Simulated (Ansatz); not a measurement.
# [SiCl3]+ (SMILES Cl[Si+](Cl)Cl) at wB97M-V/aug-cc-pVDZ

What is the energy change on altering one bond length of [SiCl3]+ at wB97M-V/aug-cc-pVDZ? 

The results are computed with Ansatz 0.2.0.

1 further run of the same task is left out (it didn't finish).

### 1 The molecule

[SiCl3]+: 4 atoms, total charge +1, spin state singlet. As SMILES, `Cl[Si+](Cl)Cl`. The coordinates come from a PBE0-D4/def2-TZVP relaxation.

Bond lengths: Cl1–Si2 1.947 Å, Si2–Cl3 1.947 Å, Si2–Cl4 1.947 Å. Angles: Cl1–Si2–Cl3 120.0°, Cl1–Si2–Cl4 120.0°, Cl3–Si2–Cl4 120.0°.

### 2 A single-point energy at wB97M-V/aug-cc-pVDZ

Contents of job.yaml:

```yaml
crystal:
  periodic: [false, false, false]
  atoms:
    - symbol: Cl
      position_ang: [-1.556000, -0.622300, 0.990900]
    - symbol: Si
      position_ang: [-0.000000, -0.000100, -0.000100]
    - symbol: Cl
      position_ang: [1.772000, -0.669600, 0.449500]
    - symbol: Cl
      position_ang: [-0.216000, 1.292000, -1.440300]
basis:
  gaussian:
    orbitals: aug-cc-pVDZ
total_charge: 1
hamiltonian:
  xc: {name: wB97M-V}
accuracy: high
output: {orbitals: {seedname: orbitals}}
```

Command:

```sh
$ ansatz run job.yaml --threads 1 --pin off --max-ram 3480MiB --events-out events.jsonl --progress --plain --runs-dir runs
```

The log of the run:

```text
Warning: RAYON_NUM_THREADS=1 ignored (pool sized by the plan → 1); use --threads N
Functional definition: wB97M-V
  name "wB97M-V"
  parameter omega = 0.3/bohr
  parameter cx = 0.15
  parameter cx01 = 1.007
  parameter cx10 = 0.259
  parameter css00 = 0.443
  parameter css04 = -1.437
  parameter css10 = -4.535
  parameter css20 = -3.390
  parameter css43 = 4.278
  parameter cos00 = 1.000
  parameter cos10 = 1.358
  parameter cos20 = 2.924
  parameter cos21 = -8.812
  parameter cos60 = -1.390
  parameter cos61 = 9.142
  parameter b = 6.0
  parameter c = 0.01
  gx(w, u) = 1 - cx + cx01*u + cx10*w
  gss(w, u) = css00 + css04*u^4 + css10*w + css20*w^2 + css43*w^4*u^3
  gos(w, u) = cos00 + cos10*w + (cos20 + cos21*u)*w^2 + (cos60 + cos61*u)*w^6
  exchange = spin_sum(e_x_unif_sr(omega)*gx(b97_w, b97_u_x)) + cx*exact_x_sr(omega) + exact_x_lr(omega)
  correlation = spin_sum(e_c_pw_mod_same_spin*gss(b97_w, b97_u_same))
      + integral(e_c_pw_mod_opposite_spin*gos(b97_w_opposite, b97_u_opposite)) + vv10(b, c)
2143 factors; integrals over basis functions are off by at most 3.2e-9 eV
507 factors; integrals over basis functions are off by at most 1.7e-9 eV
mean field evaluation 1: about -45437.0708 eV, gradient 2.4e1 eV
mean field evaluation 2: about -45437.7405 eV, gradient 1.9e1 eV
mean field evaluation 4: about -45438.5995 eV, gradient 4.3e-1 eV
mean field evaluation 8: about -45438.7118 eV, gradient 1.3e-2 eV
mean field evaluation 16: about -45438.7118 eV, gradient 1.4e-5 eV
mean field -45438.71183522 eV, -1669.8418604792 hartree, gradient 5.3e-8 eV, S^2 0.000000; 0 other end points of the search recorded, 0 dependent functions left out
reference -45438.71184392 eV, -1669.8418607990 hartree; 32, 32 occupied and 76, 76 virtual orbitals, 2143 factors
Total energy: -45438.71184392 eV, -1669.8418607990 hartree
```

Run time: 93 s. Hardware: 1 thread of Arm Neoverse V2, shared host; peak memory 0.74 GiB.

### 3 The distorted shape at the same level

Contents of input.yaml:

```yaml
crystal:
  periodic: [false, false, false]
  atoms:
    - {symbol: Cl, position_ang: [-1.523602, -0.816105, 1.206918]}
    - {symbol: Si, position_ang: [0.032398, -0.193905, 0.215918]}
    - {symbol: Cl, position_ang: [1.804398, -0.863405, 0.665518]}
    - {symbol: Cl, position_ang: [-0.216000, 1.292000, -1.440300]}
basis:
  gaussian:
    orbitals: aug-cc-pVDZ
total_charge: 1
hamiltonian:
  xc: {name: wB97M-V}
accuracy: high
output:
  orbitals: {seedname: orbitals}
```

Command:

```sh
$ ansatz run input.yaml --threads 1 --pin off --max-ram 3480MiB --events-out events.jsonl --progress --plain --runs-dir runs
```

The log of the run, shortened:

```text
Warning: RAYON_NUM_THREADS=1 ignored (pool sized by the plan → 1); use --threads N
[... 2 set-up lines as earlier in the session ...]
[...]
  gx(w, u) = 1 - cx + cx01*u + cx10*w
  gss(w, u) = css00 + css04*u^4 + css10*w + css20*w^2 + css43*w^4*u^3
  gos(w, u) = cos00 + cos10*w + (cos20 + cos21*u)*w^2 + (cos60 + cos61*u)*w^6
[...]
      + integral(e_c_pw_mod_opposite_spin*gos(b97_w_opposite, b97_u_opposite)) + vv10(b, c)
2148 factors; integrals over basis functions are off by at most 3.2e-9 eV
517 factors; integrals over basis functions are off by at most 2.1e-9 eV
[...]
mean field -45438.11408068 eV, -1669.8198934051 hartree, gradient 3.6e-8 eV, S^2 0.000000; 0 other end points of the search recorded, 0 dependent functions left out
reference -45438.11408927 eV, -1669.8198937206 hartree; 32, 32 occupied and 76, 76 virtual orbitals, 2148 factors
Total energy: -45438.11408927 eV, -1669.8198937206 hartree
```

Run time: 91 s. Hardware: 1 thread of Arm Neoverse V2, shared host; peak memory 0.74 GiB.

### 4 What came out

Level: wB97M-V/aug-cc-pVDZ.

```
                                                           quantity           value
                                          first shape: total energy  -1669.84186 Eh
                                           first shape: HOMO energy       -17.70 eV
                                           first shape: LUMO energy        -6.33 eV
                                         first shape: HOMO–LUMO gap        11.37 eV
                                      distorted shape: total energy  -1669.81989 Eh
                                       distorted shape: HOMO energy       -17.29 eV
                                       distorted shape: LUMO energy        -6.91 eV
                                     distorted shape: HOMO–LUMO gap        10.38 eV
energy change with the Si2–Cl4 bond stretched from 1.947 to 2.239 Å        0.598 eV
```

**Reading.** With the Si2–Cl4 bond stretched from 1.947 to 2.239 Å the energy rises by 0.60 eV (57.7 kJ/mol). The first shape isn't relaxed at this level, so the change isn't measured from a minimum.
